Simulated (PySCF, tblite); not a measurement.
**C4H10O2SSi3: geometry, infrared bands and NMR shifts**

Wanted: the infrared bands and NMR shifts of C4H10O2SSi3 (`[SiH3]O[SiH2]O[SiH2]c1cccs1`), by calculation.

Computed with tblite 0.8.0 and PySCF 2.14.0, with density-fitted response routines of our own, on a single molecule in the gas phase. Atoms are numbered from 0 throughout.

### 1 The molecule as given

20 atoms, charge 0, multiplicity 1; geometry from: force field or distance geometry start.

Bonds of the start (Å): Si0–O1 1.69, O1–Si2 1.72, Si2–O3 1.72, O3–Si4 1.74, Si4–C5 1.81, C5–C6 1.36, C6–C7 1.35, C7–C8 1.37, C8–S9 1.81, S9–C5 1.79, Si0–H10 1.50, Si0–H11 1.44, Si0–H12 1.49, Si2–H13 1.48, Si2–H14 1.49, Si4–H15 1.48, Si4–H16 1.47, C6–H17 1.12, C7–H18 1.11, C8–H19 1.08.

### 2 Relaxing the molecule with GFN2-xTB

What the job is given:

```
{"job": {"kind": "relax", "xc": "GFN2-xTB", "basis": "xTB"}, "charge": 0, "multiplicity": 1}
Si    -4.231400     0.644400    -1.055800
O     -3.296000     1.378200     0.152200
Si    -1.962500     0.376100     0.570800
O     -0.860200     0.157400    -0.735300
Si     0.163600    -1.163500    -0.236900
C      1.895600    -0.656000    -0.053100
C      2.463200     0.565400    -0.202800
C      3.791600     0.708400     0.002000
C      4.516800    -0.399200     0.343000
S      3.264200    -1.709600     0.397900
H     -5.585900     1.276300    -0.975100
H     -3.585600     0.880300    -2.325000
H     -4.383700    -0.809400    -0.776600
H     -2.461400    -0.972700     0.920400
H     -1.169900     0.981100     1.671900
H     -0.296800    -1.630400     1.088500
H      0.035800    -2.315200    -1.143800
H      1.822900     1.436500    -0.484100
H      4.294700     1.694900    -0.107700
H      5.579800    -0.432300     0.536600
```

On the command line:

```console
> OMP_NUM_THREADS=1 python probes_run.py task.json out
```

The driver reads the jobs from task.json and runs them one after another.

**Question.** This job is followed by: GFN2-xTB harmonic vibrations, gas phase; GIAO PBE0/pcSseg-1 NMR shielding, non-relativistic, gas phase. What will the session give for the following? strongest single infrared mode (GFN2-xTB); zero-point energy (GFN2-xTB); 13C shifts against TMS (PBE0/pcSseg-1); 1H shifts against TMS (PBE0/pcSseg-1, means over atoms taken as alike); 29Si shifts against TMS (PBE0/pcSseg-1); 17O shifts against H2O (PBE0/pcSseg-1); 33S shifts against CS2 (PBE0/pcSseg-1).

**Answer**, as computed:

| quantity | value |
| --- | --- |
| strongest single infrared mode (GFN2-xTB) | 1077 cm⁻¹, 787 km/mol |
| zero-point energy (GFN2-xTB) | 76.3 kcal/mol |
| 13C shifts against TMS (PBE0/pcSseg-1) | 142.7, 142.0, 140.0, 131.4 ppm |
| 1H shifts against TMS (PBE0/pcSseg-1, means over atoms taken as alike) | 7.67, 7.67, 7.41, 5.88, 5.26, 5.12 ppm |
| 29Si shifts against TMS (PBE0/pcSseg-1) | -38.2, -42.8, -45.5 ppm |
| 17O shifts against H2O (PBE0/pcSseg-1) | 53.6, 42.2 ppm |
| 33S shifts against CS2 (PBE0/pcSseg-1) | 247 ppm |

**Reading.** Over 221 steps the energy fell by 2.009 eV; of the close pairs, O3–Si4 changed most, 1.744 to 1.618 Å. The lowest mode is slightly imaginary (16i cm⁻¹), a soft motion within the noise of the Hessian, so the minimum is not strictly shown. GFN2-xTB is a fitted tight-binding method: band positions and strengths are rough. Its intensities can rank the bands wrongly. At PBE0/pcSseg-1: The largest span, 309 ppm, is at S9, where the paramagnetic term is -800 ppm. NICS(1)zz of -28 ppm above the planar ring from C5 marks a diatropic (aromatic) ring current.
